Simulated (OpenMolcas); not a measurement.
**doublet [Ge2H6]+ at 5 levels**

Aim: a comparison of 5 runs (UHF/STO-3G, UPBE0/6-31G*, USVWN5/6-31G*, UTPSS/6-31G*, UB3LYP/6-31G*) of doublet [Ge2H6]+. 

The calculation is run with OpenMolcas 26.06.

## Step 1: The molecule

[Ge2H6]+ has 8 atoms, charge +1, and is taken as a doublet. As SMILES of the parent species, `[GeH3][GeH3]`. Geometry: relaxed at PBE0-D4/def2-TZVP. That shape belongs to the parent species and isn't relaxed for this state.

Bond lengths: Ge1–Ge2 2.420 Å, Ge1–H3 1.537 Å, Ge1–H4 1.537 Å, Ge1–H5 1.537 Å, Ge2–H6 1.537 Å, Ge2–H7 1.537 Å, Ge2–H8 1.537 Å. Some angles: Ge1–Ge2–H6 110.3°, Ge1–Ge2–H7 110.3°, Ge1–Ge2–H8 110.3°, Ge2–Ge1–H3 110.3°, Ge2–Ge1–H4 110.3°, Ge2–Ge1–H5 110.3°, H6–Ge2–H7 108.6°, H6–Ge2–H8 108.6°, H7–Ge2–H8 108.6°, H3–Ge1–H4 108.6°.

## Step 2: A single-point energy at UHF/STO-3G (run 1)

Contents of calc.input:

```
>>> EXPORT MOLCAS_PRINT=2

&GATEWAY
  BasLib=$CurrDir
  Coord
  8
  bohr
  Ge    -1.07553762     0.53273269    -1.94632342
  Ge     1.07553762    -0.53273269     1.94632342
  H     -0.68130296    -1.55945869    -3.92275018
  H     -3.92584933     0.83586366    -1.47415645
  H     -0.04386054     3.02728456    -3.01957448
  H      0.69434207     1.56677193     3.91757233
  H      3.92365725    -0.85124603     1.47113289
  H      0.03301352    -3.01921543     3.02777589
  Basis=STO-3G
  Group=NoSym

&SEWARD

&SCF
  UHF
  Charge=1
  Spin=2
  Thresholds=1e-10 1e-07 1e-07 1e-05
  PrOrbitals=1
```

The basis set STO-3G is read from a file made from the Basis Set Exchange's data (not shown).

Command:

```console
export MOLCAS_MEM=1860
pymolcas calc.input > calc.log
```

Standard output:

```text
--- Start Module: gateway ---
[...]
--- Stop Module: gateway /rc=_RC_ALL_IS_WELL_ ---
--- Start Module: seward ---
[...]
      Basis functions           42
--- Stop Module: seward /rc=_RC_ALL_IS_WELL_ ---
--- Start Module: scf ---
[...]
       Convergence after  17 Iterations
[...]
::    Total SCF energy                              -4106.7293690582
[...]
      Total spin, S                                     0.5014858977
[...]
      Total electronic charge=   69.000000
      Total            charge=    1.000000
[...]
      Dipole Moment (debye):
      Origin of the operator (angstrom)=    0.0000   -0.0000    0.0000
                   X= -7.0005E-06               Y=  1.2990E-05               Z=  9.7394E-06           Total=  1.7681E-05
      Center of Charge (angstrom)
[...]
--- Stop Module: scf /rc=_RC_ALL_IS_WELL_ ---
[...]
```

It took 2.3 s on 1 thread of Arm Neoverse V1, shared host; peak memory 0.38 GiB.

## Step 3: The energy at UPBE0/6-31G(d) (spherical functions) (run 2)

Contents of mol.inp:

```
* Ge2H6 Kohn-Sham DFT

&GATEWAY
  BasLib=$CurrDir
  Coord
  8
  angstrom
  Ge      -0.569150       0.281910      -1.029950
  Ge       0.569150      -0.281910       1.029950
  H       -0.360530      -0.825230      -2.075830
  H       -2.077470       0.442320      -0.780090
  H       -0.023210       1.601970      -1.597890
  H        0.367430       0.829100       2.073090
  H        2.076310      -0.450460       0.778490
  H        0.017470      -1.597700       1.602230
  Basis=6-31Gs
  Group=NoSym

&SEWARD
  GridInput
  Grid=UltraFine
  End of Grid

&SCF
  UHF
  Charge=1
  Spin=2
  KSDFT=PBE0
  Thresholds=1e-10 1e-07 1e-07 1e-05
  PrOrbitals=0
```

The basis set 6-31G* is read from a file made from the Basis Set Exchange's data (not shown).

Command:

```console
export MOLCAS_MEM=1860
pymolcas mol.inp > mol.log
```

Standard output:

```text
--- Start Module: gateway ---
[...]
--- Stop Module: gateway /rc=_RC_ALL_IS_WELL_ ---
--- Start Module: seward ---
[...]
      Basis functions           76
--- Stop Module: seward /rc=_RC_ALL_IS_WELL_ ---
[...]
--- Start Module: scf ---
[...]
       Convergence after  18 Iterations
[...]
::    Total KS-DFT energy                           -4156.1202377910
[...]
      Total spin, S                                     0.5009159539
[...]
      Total electronic charge=   69.000000
      Total            charge=    1.000000
[...]
      Dipole Moment (debye):
      Origin of the operator (angstrom)=   -0.0000   -0.0000   -0.0000
                   X=  2.9386E-06               Y=  2.5066E-07               Z= -2.2603E-07           Total=  2.9579E-06
      Center of Charge (angstrom)
[...]
--- Stop Module: scf /rc=_RC_ALL_IS_WELL_ ---
[...]
```

Run time: 31 s. Hardware: 1 thread of Arm Neoverse V1, shared host; peak memory 0.43 GiB.

Runs 3 to 4 aren't shown in full; the table further down has their settings and results.

## Step 4: The energy at UB3LYP/6-31G(d) (Cartesian functions) (run 5)

Contents of test.inp:

```
&GATEWAY
 BasLib
 $CurrDir
 BasisSet
 Ge.6-31Gs....
 Ge1 -0.569150 0.281910 -1.029950 angstrom
 Ge2 0.569150 -0.281910 1.029950 angstrom
 End of Basis
 BasisSet
 H.6-31Gs....
 H3 -0.360530 -0.825230 -2.075830 angstrom
 H4 -2.077470 0.442320 -0.780090 angstrom
 H5 -0.023210 1.601970 -1.597890 angstrom
 H6 0.367430 0.829100 2.073090 angstrom
 H7 2.076310 -0.450460 0.778490 angstrom
 H8 0.017470 -1.597700 1.602230 angstrom
 End of Basis

&SEWARD
 GridInput
 Grid=UltraFine
 End of Grid

&SCF
 UHF
 Charge
 1
 Spin
 2
 KSDFT
 B3LYP
 Thresholds
 1e-10 1e-07 1e-07 1e-05
 PrOrbitals
 1 1
```

The basis set 6-31G* is read from a file made from the Basis Set Exchange's data (not shown).

Command:

```console
export MOLCAS_MEM=1860
pymolcas test.inp > test.log
```

Standard output:

```text
--- Start Module: gateway ---
[...]
--- Stop Module: gateway /rc=_RC_ALL_IS_WELL_ ---
--- Start Module: seward ---
[...]
      Basis functions           82
--- Stop Module: seward /rc=_RC_ALL_IS_WELL_ ---
[...]
--- Start Module: scf ---
[...]
       Convergence after  17 Iterations
[...]
::    Total KS-DFT energy                           -4156.7579144206
[...]
      Total spin, S                                     0.5006864113
[...]
      Total electronic charge=   69.000000
      Total            charge=    1.000000
[...]
      Dipole Moment (debye):
      Origin of the operator (angstrom)=   -0.0000   -0.0000   -0.0000
                   X=  2.5671E-06               Y=  7.6198E-07               Z= -9.3346E-09           Total=  2.6778E-06
      Center of Charge (angstrom)
[...]
--- Stop Module: scf /rc=_RC_ALL_IS_WELL_ ---
[...]
```

Wall time 35 s (1 thread of Arm Neoverse V1, shared host); peak memory 0.46 GiB.

## Step 5: Overview of the runs

```tsv
run	level	integration grid	Cartesian functions	energy (Eh)	HOMO energy (eV)	LUMO energy (eV)	⟨S²⟩	wall time
1	UHF/STO-3G	–	no	-4106.729369	-16.99	-7.76	0.753	2.3 s
2	UPBE0/6-31G* (spherical functions)	UltraFine	no	-4156.120238	-15.06	-12.32	0.752	31 s
3	USVWN5/6-31G* (spherical functions)	UltraFine	no	-4150.289512	-13.79	-13.34	0.751	22 s
4	UTPSS/6-31G* (spherical functions)	UltraFine	no	-4156.610821	-14.08	-13.16	0.751	49 s
5	UB3LYP/6-31G* (Cartesian functions)	UltraFine	yes	-4156.757914	-14.85	-12.59	0.751	35 s
```

## Step 6: Summary of results

| quantity | value |
| --- | --- |
| run 5: total energy | -4156.75791 Eh |
| run 5: HOMO energy (highest over α and β) | -14.85 eV |
| run 5: LUMO energy (lowest over α and β) | -12.59 eV |
| run 5: ⟨S²⟩ | 0.751 |

Totals of different functionals can't be ranked against each other. In run 1 the basis is minimal, so the values are rough. All runs together took 2.3 min, the longest 49 s.
